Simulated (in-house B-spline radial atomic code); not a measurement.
# Co²⁵⁺: excited configurations

Wanted: excitation energies of Co²⁵⁺ as differences of total energies (ΔSCF).

Program: in-house B-spline radial atomic code version 1. Level of theory: Dirac-Hartree-Fock, average of configuration, Fermi nucleus, basis-set limit. These are calculated values, not measurements, unless marked.

### 1 Starting point

* element: cobalt (Z = 27)
* charge: +25
* electrons: 2
* configuration: 1s2
* Hamiltonian: Dirac-Coulomb
* nucleus: Fermi, rms radius 3.788 fm

Input settings:

```ini
Z = 27
electrons = 2.0
configuration = 1s2
hamiltonian = dirac
method = hf
spin_polarised = False
nucleus = fermi
rms_radius = 3.7875
mass_number = 59
atomic_mass = 58.933193524
speed_of_light = 137.035999084
```

The reference is known from an earlier run: -719.203668 hartree in all. Up to eight levels, counted from the top:

```
orbital  occupation  energy (eV)  <r> (bohr)
  1s1/2           2     -9555.43     0.05562
```

### 2 Configuration 1s1 4d1

The settings differ from step 1 so:

```diff
@@ -2,3 +2,3 @@
 electrons = 2.0
-configuration = 1s2
+configuration = 1s1 4d1
 hamiltonian = dirac
```

Main fields of the result record, rounded:

```text
{
  "status": "converged",
  "iterations": 5,
  "energy [hartree]": {"total": -389.273645561, "kinetic": 396.70913891, "nuclear": -787.611937593, "coulomb": 1.63061587046, "exact_exchange": -0.00146274842003},
  "breit [hartree]": {"gaunt": 0.0001131752, "retardation": -2.390238e-05, "frequency_dependence": 2.596607e-06},
  "qed [hartree]": {"self_energy": 0.1788915, "uehling": -0.01568757, "wichmann_kroll": 0.0001029227},
  "recoil [hartree]": 0.003623556,
  "total_with_corrections [hartree]": -389.106623303,
  "orbitals [hartree, bohr; first row names the columns]": [
    ["name", "occ", "eps", "<r>"],
    ["1s1/2", 1.0, -366.47636, 0.054831],
    ["4d3/2", 0.4, -21.187318, 0.80452],
    ["4d5/2", 0.6, -21.155338, 0.80602]
  ],
  "sum_r [bohr^k]": {"-1": 29.1709, "1": 0.8602498, "2": 0.7456968},
  "energy_minus_base [hartree]": 329.930023,
  "energy_minus_base_with_corrections [hartree]": 329.515941
}
```

It took 0.2 s on 1 thread, shared host.

energy_minus_base is the energy less that of the reference run.

### 3 Run with 1s1 5d1

The settings differ from step 2 so:

```diff
@@ -2,3 +2,3 @@
 electrons = 2.0
-configuration = 1s1 4d1
+configuration = 1s1 5d1
 hamiltonian = dirac
```

From the record:

```text
{
  "status": "converged",
  "iterations": 5,
  "energy [hartree]": {"total": -381.651394314, "kinetic": 389.05452997, "nuclear": -771.748499266, "coulomb": 1.04339305509, "exact_exchange": -0.000818074050453},
  "breit [hartree]": {"gaunt": 6.374282e-05, "retardation": -1.355086e-05, "frequency_dependence": 1.475781e-06},
  "qed [hartree]": {"self_energy": 0.1788837, "uehling": -0.01568772, "wichmann_kroll": 0.0001029237},
  "recoil [hartree]": 0.003552604,
  "total_with_corrections [hartree]": -381.484491192,
  "orbitals [hartree, bohr; first row names the columns]": [
    ["name", "occ", "eps", "<r>"],
    ["1s1/2", 1.0, -367.06294, 0.054831],
    ["5d3/2", 0.4, -13.555706, 1.3226],
    ["5d5/2", 0.6, -13.539328, 1.3244]
  ],
  "sum_r [bohr^k]": {"-1": 28.58336, "1": 1.378554, "2": 1.992031},
  "energy_minus_base [hartree]": 337.552274,
  "energy_minus_base_with_corrections [hartree]": 337.138073
}
```

Run time: 0.2 s. Hardware: 1 thread, shared host.

### 4 Run with 1s1 3d1

The settings differ from step 3 so:

```diff
@@ -2,3 +2,3 @@
 electrons = 2.0
-configuration = 1s1 5d1
+configuration = 1s1 3d1
 hamiltonian = dirac
```

From the record:

```text
{
  "status": "converged",
  "iterations": 5,
  "energy [hartree]": {"total": -405.733609424, "kinetic": 413.223878622, "nuclear": -821.853064526, "coulomb": 2.89828843339, "exact_exchange": -0.00271195326995},
  "breit [hartree]": {"gaunt": 0.0002066126, "retardation": -4.299834e-05, "frequency_dependence": 4.644494e-06},
  "qed [hartree]": {"self_energy": 0.1789088, "uehling": -0.01568726, "wichmann_kroll": 0.0001029207},
  "recoil [hartree]": 0.003776773,
  "total_with_corrections [hartree]": -405.566339937,
  "orbitals [hartree, bohr; first row names the columns]": [
    ["name", "occ", "eps", "<r>"],
    ["1s1/2", 1.0, -365.20994, 0.054833],
    ["3d3/2", 0.4, -37.673521, 0.40183],
    ["3d5/2", 0.6, -37.597811, 0.40306]
  ],
  "sum_r [bohr^k]": {"-1": 30.43909, "1": 0.4574, "2": 0.1893222},
  "energy_minus_base [hartree]": 313.470059,
  "energy_minus_base_with_corrections [hartree]": 313.056224
}
```

Wall time 0.17 s (1 thread, shared host).

### 5 Run with 1s1 5f1

The settings differ from step 4 so:

```diff
@@ -2,3 +2,3 @@
 electrons = 2.0
-configuration = 1s1 3d1
+configuration = 1s1 5f1
 hamiltonian = dirac
```

From the record:

```text
{
  "status": "converged",
  "iterations": 5,
  "energy [hartree]": {"total": -381.638776494, "kinetic": 389.019439475, "nuclear": -771.700233178, "coulomb": 1.04203379598, "exact_exchange": -1.65874136187e-05},
  "breit [hartree]": {"gaunt": 1.214796e-06, "retardation": -2.403454e-07, "frequency_dependence": 1.742057e-08},
  "qed [hartree]": {"self_energy": 0.1788753, "uehling": -0.01568792, "wichmann_kroll": 0.000102925},
  "recoil [hartree]": 0.003552486,
  "total_with_corrections [hartree]": -381.471932733,
  "orbitals [hartree, bohr; first row names the columns]": [
    ["name", "occ", "eps", "<r>"],
    ["1s1/2", 1.0, -367.0635, 0.05483],
    ["5f5/2", 0.42857, -13.537912, 1.2092],
    ["5f7/2", 0.57143, -13.529773, 1.2102]
  ],
  "sum_r [bohr^k]": {"-1": 28.58158, "1": 1.264615, "2": 1.663749},
  "energy_minus_base [hartree]": 337.564892,
  "energy_minus_base_with_corrections [hartree]": 337.150632
}
```

Wall time 0.21 s (1 thread, shared host).

### 6 Configuration 1s1 2p1

The settings differ from step 5 so:

```diff
@@ -2,3 +2,3 @@
 electrons = 2.0
-configuration = 1s1 5f1
+configuration = 1s1 2p1
 hamiltonian = dirac
```

From the record:

```text
{
  "status": "converged",
  "iterations": 6,
  "energy [hartree]": {"total": -453.446839934, "kinetic": 461.729182916, "nuclear": -921.396039124, "coulomb": 6.43244158235, "exact_exchange": -0.212425308973},
  "breit [hartree]": {"gaunt": 0.02050376, "retardation": -0.004623707, "frequency_dependence": -0.0001808405},
  "qed [hartree]": {"self_energy": 0.1791193, "uehling": -0.01566411, "wichmann_kroll": 0.0001027878},
  "recoil [hartree]": 0.003968508,
  "total_with_corrections [hartree]": -453.263614254,
  "orbitals [hartree, bohr; first row names the columns]": [
    ["name", "occ", "eps", "<r>"],
    ["1s1/2", 1.0, -361.88471, 0.054921],
    ["2p1/2", 0.33333, -85.87968, 0.1881],
    ["2p3/2", 0.66667, -85.073324, 0.19052]
  ],
  "sum_r [bohr^k]": {"-1": 34.12586, "1": 0.2446339, "2": 0.04732534},
  "energy_minus_base [hartree]": 265.756828,
  "energy_minus_base_with_corrections [hartree]": 265.35895
}
```

It took 0.3 s on 1 thread, shared host.

### 7 All configurations in order

| net move | configuration | energy above the reference (eV) | with Breit, QED, recoil (eV) | largest <r> (bohr) |
| --- | --- | --- | --- | --- |
| 1s → 2p | 1s1 2p1 | 7231.61 | 7220.78 | 0.191 |
| 1s → 3d | 1s1 3d1 | 8529.95 | 8518.69 | 0.403 |
| 1s → 4d | 1s1 4d1 | 8977.85 | 8966.59 | 0.806 |
| 1s → 5d | 1s1 5d1 | 9185.27 | 9173.99 | 1.32 |
| 1s → 5f | 1s1 5f1 | 9185.61 | 9174.34 | 1.21 |

Quantum defects of the promoted electron, δ = n − ζ/√(−2ε) with ζ = 26 and ε its orbital energy in hartree:

| promotion | δ |
| --- | --- |
| 1s → 2p | 0.010 |
| 1s → 3d | 0.003 |
| 1s → 4d | 0.004 |
| 1s → 5d | 0.005 |
| 1s → 5f | 0.002 |

What this shows: The lowest of them is 1s → 2p at 7231.61 eV and the highest 1s → 5f at 9185.61 eV. Of those tabulated, the defect is largest for 2p (0.01) and least for 5f (0.00); at this charge much of the defect is relativistic. These are averages over configurations, without correlation, not spectroscopic levels.
